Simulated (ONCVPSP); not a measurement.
# An ONCV potential for Te, from input to tests

Task: generate the file, and judge it by its errors in other configurations, its logarithmic derivatives, its ghosts and its cutoff.

The numbers are computed with ONCVPSP 4.0.1 (LDA (Perdew-Wang 92), scalar-relativistic, spin-unpolarised reference atom).

### 1 The atom and the settings

Typed settings, in words:

| Quantity | Value |
| --- | --- |
| element | tellurium (Te, Z = 52) |
| type | optimised norm-conserving Vanderbilt (ONCV) |
| frozen core | [Ar] 3d10 |
| valence charge | 24 |
| reference configuration | 4s2 4p6 4d10 5s2 5p4 |
| partial waves | 4s+5s: rc 1.25 bohr, ncon 4, nbas 7, qcut 8.6 1/bohr, 2 projectors; 4p+5p: rc 1.40 bohr, ncon 4, nbas 7, qcut 8 1/bohr, 2 projectors; 4d: rc 1.40 bohr, ncon 3, nbas 7, qcut 13.3 1/bohr, 2 projectors, debl 3.8 Ha |
| local potential | polynomial inside 0.90 bohr (lpopt 5, dvloc0 2 Ha) |
| core correction | Teter function, parameters optimised by the program |

The nodes and maxima of the atom's own shells, from an earlier all-electron run, set the scale for the radii.

All-electron outer shells of the reference configuration (LDA (PZ), scalar-relativistic, ld1.x):

```
shell  level (eV)  outermost node (bohr)  outermost maximum (bohr)
   3p     -803.47                   0.13                      0.29
   3d     -560.31                      –                      0.24
   4s     -163.99                   0.38                      0.70
   4p     -114.19                   0.38                      0.74
   4d      -41.70                   0.36                      0.81
   5s      -15.36                   0.91                      1.77
   5p       -6.12                   1.00                      2.17
```

### 2 The generation run

Te.dat

```
# ATOM AND REFERENCE CONFIGURATION
# atsym  z   nc   nv     iexc    psfile
  Te 52.00    6    5  -001012      upf
#
#   n    l    f
    1    0    2.00
    2    0    2.00
    2    1    6.00
    3    0    2.00
    3    1    6.00
    3    2   10.00
    4    0    2.00
    4    1    6.00
    4    2   10.00
    5    0    2.00
    5    1    4.00
#
# PSEUDOPOTENTIAL AND OPTIMIZATION
# lmax
    2
#
#   l,   rc,      ep,       ncon, nbas, qcut
    0    1.25    0.00    4    7    8.60
    1    1.40    0.00    4    7    8.00
    2    1.40    0.00    3    7   13.30
#
# LOCAL POTENTIAL
# lloc, lpopt,  rc(5),   dvloc0
    4    5    0.90    2.00
#
# VANDERBILT-KLEINMAN-BYLANDER PROJECTORs
# l, nproj, debl
    0    2    2.60
    1    2    0.90
    2    2    3.80
#
# MODEL CORE CHARGE
# icmod, fcfact, rcfact
    4    0.70    0.00
#
# LOG DERIVATIVE ANALYSIS
# epsh1, epsh2, depsh
   -8.00    5.00    0.04
#
# OUTPUT GRID
# rlmax, drl
    6.00    0.01
#
# TEST CONFIGURATIONS
# ncnf
    4
# nvcnf
#   n    l    f
    5
    4    0    2.00
    4    1    6.00
    4    2   10.00
    5    0    2.00
    5    1    3.00
#
    5
    4    0    2.00
    4    1    6.00
    4    2   10.00
    5    0    2.00
    5    1    2.00
#
    5
    4    0    2.00
    4    1    6.00
    4    2   10.00
    5    0    2.00
    5    1    1.00
#
    5
    4    0    2.00
    4    1    6.00
    4    2    9.00
    5    0    2.00
    5    1    5.00
#
```

Run with:

```
$ oncvpsp.x < Te.dat > Te.out
```

Q: Predict the outcome of this session. Wanted: cutoffs for 1 and 0.1 mHa per electron, occupied waves; bound ghosts; GHOST(+) flags; largest test error; largest phase difference near zero energy, channels read; rms error of d²Exc/dn², without and with the model core.

The runs gave:

| quantity | value |
| --- | --- |
| cutoffs for 1 and 0.1 mHa per electron, occupied waves | 50 Ha and 58 Ha |
| bound ghosts | none found |
| GHOST(+) flags | s at 269 eV |
| largest test error (AE − PS) | -14 meV, for 4s2 4p6 4d10 5s2 5p1 |
| largest phase difference near zero energy, channels read | 0.000 rad |
| rms error of d²Exc/dn², without and with the model core | 3.26 and 0.31 mHa |

What this shows: By total energies transferability is good: the largest error is 14 meV on 55.3 eV, for 4s2 4p6 4d10 5s2 5p1. It counts as hard, with 50 Ha needed at the looser tolerance. At the looser tolerance the 4d wave is the slowest; 5s needs 33 Ha. No bound ghost shows below the valence levels. Near zero energy the phases of the channels with partial waves agree within 0.001 rad. The program also flags highly localised states, GHOST(+) (s).
